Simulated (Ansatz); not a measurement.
What does this script print? It uses Ansatz 0.2.0, Python API.

Script `run_pa.py`:
```python
import ansatz
from ase import Atoms
import numpy as np

params = {
    'basis_set': 'def2-SVP',
    'xc': 'hf',
    'charge': 1,
    'force_tol': 0.01,
}


def main() -> None:
    atoms = Atoms(['S', 'C', 'Sb', 'H', 'H', 'H', 'H', 'H'], positions=[
        (-1.8654, 0.222, -0.0459),
        (-0.1149, 0.4716, -0.0834),
        (0.7621, -0.9588, 1.2441),
        (-2.0355, 1.3156, -0.9919),
        (0.1524, 1.494, 0.2293),
        (0.2686, 0.323, -1.1129),
        (2.4148, -0.6623, 0.5738),
        (0.5101, -2.2621, 0.131),
    ])
    molecule = ansatz.Crystal.molecule_from_ase(atoms)

    model = molecule.calculation()
    model = model.basis(gaussian=params['basis_set'])
    model = model.functional(params['xc'])
    symbols = [site.symbol for site in molecule.cartesian_sites]
    start = np.array([site.position_ang for site in molecule.cartesian_sites], dtype=float)
    rep = model.relax(force_tolerance=0.01, max_steps=100).run(threads=1, pin='off').report
    end = np.array(rep['positions_ang'])

    away = sum((end[0] - end[j]) / np.linalg.norm(end[0] - end[j]) for j in [1, 3]) + np.array([0.15, 0.1, -0.2])
    proton = end[0] + 1.4 * away / np.linalg.norm(away)
    acid = ansatz.Crystal.molecule()
    for symbol, place in zip(symbols, end):
        acid = acid.atom(symbol, place.tolist())
    acid = acid.atom('H', proton.tolist())
    protonated = (
        acid.calculation()
        .basis(gaussian=params['basis_set'])
        .functional(params['xc'])
        .charge(params['charge'])
        .relax(force_tolerance=params['force_tol'], max_steps=80)
    )
    after = protonated.run(threads=1, pin='off').report
    xyz = np.array(after['positions_ang'])
    reach = np.linalg.norm(xyz[:-1] - xyz[-1], axis=1)
    print(f'base {rep["free_energy_ev"]:.5f} eV, protonated {after["free_energy_ev"]:.5f} eV')
    print(f'the proton ends {reach.min():.3f} A from {symbols[reach.argmin()]}{reach.argmin()}')
    print(f'electronic proton affinity {96.485332 * (rep["free_energy_ev"] - after["free_energy_ev"]):.1f} kJ/mol')


if __name__ == '__main__':
    main()
```

```console
$ python run_pa.py
base -18432.25612 eV, protonated -18440.79531 eV
the proton ends 1.340 A from S0
electronic proton affinity 823.9 kJ/mol
```

What to keep in mind:
- Total energies depend on the basis set; only differences at equal settings carry meaning.
- The proton is put on one chosen atom, which needn't be the most basic site, so the molecule's proton affinity can be higher; the ends are stationary points, not checked by frequencies, and zero-point and thermal terms count only where printed.
- def2 sets replace the cores of elements past krypton by effective core potentials.
- Hartree-Fock leaves correlation out, so bond, atomisation and ionisation energies come out well too low.
- Wall time of the script: 97 s on 1 thread of Intel(R) Xeon(R) Platinum 8375C CPU @ 2.90GHz (Ice Lake), with other jobs on the host, peak memory 0.26 GiB.

(Lines on the test bed's own set-up are left out of the output.)
